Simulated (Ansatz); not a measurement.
Predict the output of the script below (the Ansatz DFT code, driven from Python).

The script, `run_eos.py`:
```python
"""Energy against volume for Ba, with a fit."""

import argparse
import warnings

import ansatz as az
import numpy as np
from scipy.optimize import curve_fit

parser = argparse.ArgumentParser(description="Energy against volume for Ba, with a fit.")
parser.add_argument("--occupations", required=True, help="how the bands are filled")
parser.add_argument("--functional", required=True, help="exchange-correlation functional")
parser.add_argument("--ecut", type=float, default=600.0, help="basis")
parser.add_argument("--mesh", type=int, nargs=3, required=True, help="k-point sampling")
args = parser.parse_args()

vectors0 = np.array([
    [4.311614, 0.0, 0.0],
    [-2.155807, 3.733967, 0.0],
    [0.0, 0.0, 3.913413],
])
sites = [
    ("Ba", [0.0, 0.0, 0.0]),
]


def make_crystal(cell):
    crystal = az.Crystal(lattice=az.Lattice.of(cell))
    for symbol, position in sites:
        crystal = crystal.atom(symbol, position)
    return crystal

def vinet(v, e0, v0, b0, b1):
    eta = (v / v0) ** (1 / 3)
    return e0 + 2 * b0 * v0 / (b1 - 1) ** 2 * (2 - (5 + 3 * b1 * (eta - 1) - 3 * eta) * np.exp(-1.5 * (b1 - 1) * (eta - 1)))


def main() -> None:
    warnings.simplefilter("ignore", az.DeckWarning)

    # uniform scaling of the cell
    volumes, energies = [], []
    for scale in np.linspace(0.95, 1.07, 5):
        cell = vectors0 * scale ** (1 / 3)
        base = make_crystal(cell).calculation()
        base = base.occupations(args.occupations)
        base = base.functional(args.functional)
        base = base.basis(args.ecut)
        base = base.kpoints(*args.mesh)
        r = base.run(threads=1).report
        volumes.append(abs(np.linalg.det(cell)) / len(sites))
        energies.append(r["free_energy_ev"] / len(sites))
        print(f"V = {volumes[-1]:8.4f} A^3/atom  F = {energies[-1]:.5f} eV/atom")

    guess = (min(energies), volumes[int(np.argmin(energies))], 0.5, 4.5)
    (e0, v0, b0, b1), _ = curve_fit(vinet, np.array(volumes), np.array(energies), p0=guess, maxfev=20000)
    print(f"Vinet fit: V0 = {v0:.4f} A^3/atom, B0 = {160.21766 * b0:.1f} GPa, B1 = {b1:.2f}")
    print("largest residual", round(1000 * float(np.abs(vinet(np.array(volumes), e0, v0, b0, b1) - energies).max()), 3), "meV/atom")


if __name__ == "__main__":
    main()
```

Running `python run_eos.py --occupations Marzari-Vanderbilt --functional r2scan --mesh 8 8 7` prints:
```text
V =  59.8535 A^3/atom  F = -5964.32024 eV/atom
V =  61.7436 A^3/atom  F = -5964.32233 eV/atom
V =  63.6337 A^3/atom  F = -5964.32141 eV/atom
V =  65.5238 A^3/atom  F = -5964.31784 eV/atom
V =  67.4140 A^3/atom  F = -5964.31192 eV/atom
Vinet fit: V0 = 62.0746 A^3/atom, B0 = 8.2 GPa, B1 = 3.14
largest residual 0.0 meV/atom
```

A third-order Birch-Murnaghan fit through the 5 points (the script's own form differs a little) has its minimum at 62.07 Å³ an atom, 1.5 % below the typed cell, with a bulk modulus of 8 GPa and dB/dP = 3.1. From that minimum the energy rises by 2.1 meV an atom on the compressed side and 10.5 meV on the expanded side.

Reading the output:
- Total energies depend on the potentials; only differences at equal settings carry meaning.
- Shape and fractional positions are held along the curve, so the bulk modulus is an upper value where they are free to relax, by a factor of two or more in layered or hydrogen-bonded cells.
- The mesh is modest for a metal, so energies can be off by several to tens of meV an atom and pressures by half a GPa or more; differences at equal mesh fare better.
- This isn't the structure that Ba takes at ambient conditions.
- Run time: 21 s on 1 thread of Arm Neoverse V1, on a shared host, peak memory 0.57 GiB.

(A comment or docstring line of the script was reworded after the run, the code is as it ran.)
